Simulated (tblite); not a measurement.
# C8H15BO: the cost of one run

Computed with tblite 0.8.0 and PySCF 2.14.0, with density-fitted response routines of our own, on a single molecule in the gas phase. Atoms count from 0, in the outputs and in this text.

### Step 1. The starting structure

25 atoms, charge 0, multiplicity 1; geometry from: force field or distance geometry start.

Bonds of the start (Å): C0–C1 1.46, C1–C2 1.23, C2–C3 1.46, C3–C4 1.50, C4–C5 1.50, C5–C6 1.53, C5–B7 1.58, B7–O8 1.47, O8–C9 1.39, C0–H10 1.13, C0–H11 1.10, C0–H12 1.09, C3–H13 1.11, C3–H14 1.13, C4–H15 1.12, C4–H16 1.12, C5–H17 1.12, C6–H18 1.12, C6–H19 1.10, C6–H20 1.10, B7–H21 1.20, C9–H22 1.13, C9–H23 1.10, C9–H24 1.12.

### Step 2. Relaxing the molecule with GFN2-xTB

Job settings and geometry (Å):

```
{"job": {"kind": "relax", "xc": "GFN2-xTB", "basis": "xTB"}, "charge": 0, "multiplicity": 1}
C      3.196100     1.584900    -0.666900
C      2.392100     0.431500    -0.264300
C      1.759200    -0.558700     0.090100
C      0.995100    -1.735700     0.477100
C     -0.364800    -1.292800     0.941500
C     -1.163400    -0.575300    -0.109100
C     -1.342100    -1.534200    -1.281900
B     -0.536300     0.793000    -0.591300
O     -1.285800     2.025100    -0.290500
C     -2.040000     1.920100     0.868500
H      2.628200     2.542000    -0.467500
H      4.144100     1.570600    -0.110000
H      3.402500     1.564100    -1.738300
H      0.985000    -2.507400    -0.317200
H      1.544600    -2.132600     1.386800
H     -0.292500    -0.731300     1.907900
H     -0.922800    -2.231600     1.200300
H     -2.172900    -0.355700     0.316900
H     -0.401700    -1.466700    -1.882200
H     -1.371100    -2.554100    -0.870500
H     -2.220600    -1.224700    -1.865200
H     -0.089500     0.776800    -1.706200
H     -2.243500     2.949900     1.284200
H     -1.581200     1.269900     1.628200
H     -3.029600     1.497200     0.573900
```

Command:

```console
$ OMP_NUM_THREADS=1 python probes_run.py task.json out
```

The driver reads the jobs from task.json and runs them one after another.

**Question.** How long does this first job take on 1 thread of Arm Neoverse V1, shared host, and how much memory does it need?

About 2 s, with a peak of 0.18 GiB.
